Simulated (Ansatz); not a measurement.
# C₆H₃Ga: how energies converge with the basis set

One table from this session's results is given with a row withheld; the runs are named, their logs left out.

Computed with Ansatz 0.2.0, Gaussian basis. Level: one geometry, several basis sets.

Levels to be run: PBE0-D4/def2-SVP; ωB97M-V/def2-SVP; PBE0-D4/def2-QZVPP; ωB97M-V/def2-QZVPP; the functionals' def2-TZVPP values are taken from earlier runs.

## The relaxed structure

An earlier PBE0-D4 in a triple-zeta def2 set relaxation fixed the geometry.

SMILES `C#[C][Ga]([C]#C)[C]#C`, 10 atoms, charge 0, spin multiplicity 1.

Atoms are counted from 1 here; the program's logs count them from 0.

Bond lengths: C1–C2 1.208 Å, C1–H8 1.066 Å, C2–Ga3 1.900 Å, Ga3–C4 1.900 Å, Ga3–C6 1.900 Å, C4–C5 1.208 Å, C5–H9 1.066 Å, C6–C7 1.208 Å, C7–H10 1.066 Å. Angles: C2–C1–H8 180.0°, C1–C2–Ga3 179.9°, C2–Ga3–C4 120.0°, C2–Ga3–C6 120.1°, C4–Ga3–C6 120.0°, Ga3–C4–C5 180.0°, C4–C5–H9 180.0°, Ga3–C6–C7 179.9°, C6–C7–H10 180.0°.

Set-up of the first run:

in.yaml

```yaml
crystal:
  periodic: [false, false, false]
  atoms:
    - {symbol: C, position_ang: [1.350640, -2.731834, 0.613950]}
    - {symbol: C, position_ang: [0.827153, -1.670184, 0.374480]}
    - {symbol: Ga, position_ang: [0.001355, -0.000763, -0.000973]}
    - {symbol: C, position_ang: [-1.751681, 0.356383, 0.638754]}
    - {symbol: C, position_ang: [-2.865764, 0.583925, 1.045593]}
    - {symbol: C, position_ang: [0.927160, 1.312249, -1.015257]}
    - {symbol: C, position_ang: [1.514557, 2.148219, -1.659154]}
    - {symbol: H, position_ang: [1.812871, -3.669333, 0.825455]}
    - {symbol: H, position_ang: [-3.849538, 0.784880, 1.404882]}
    - {symbol: H, position_ang: [2.033239, 2.886457, -2.227721]}
basis:
  gaussian: {orbitals: def2-SVP}
hamiltonian: {xc: pbe0, dispersion: d4}
output: {orbitals: {seedname: orbitals}}
```

Started as:

```console
$ ansatz run in.yaml --threads 4 --pin off --events-out ev --progress --plain --max-ram 10444MiB
```

Among the steps run: PBE0-D4 in def2-SVP; ωB97M-V in def2-SVP; PBE0-D4 in def2-QZVPP; ωB97M-V in def2-QZVPP.

One table of the session follows, with a row left open; its other results are not shown here.

It belongs to the step «Density functionals: the series». 

| functional | basis | HOMO (eV) | LUMO (eV) |
| --- | --- | --- | --- |
| PBE0-D4 | def2-SVP | -8.13 | -2.15 |
| PBE0-D4 | def2-TZVPP | -8.20 | -2.23 |
| PBE0-D4 | def2-QZVPP | -8.22 | -2.25 |
| ωB97M-V | def2-SVP | -10.39 | -0.32 |
| ωB97M-V | def2-TZVPP | ? | ? |
| ωB97M-V | def2-QZVPP | -10.49 | -0.46 |

**Question.** Estimate the row for ωB97M-V, def2-TZVPP.

As computed: HOMO (eV): -10.48; LUMO (eV): -0.42. In the column «HOMO (eV)» it lies between ωB97M-V, def2-QZVPP (-10.49) and ωB97M-V, def2-SVP (-10.39).
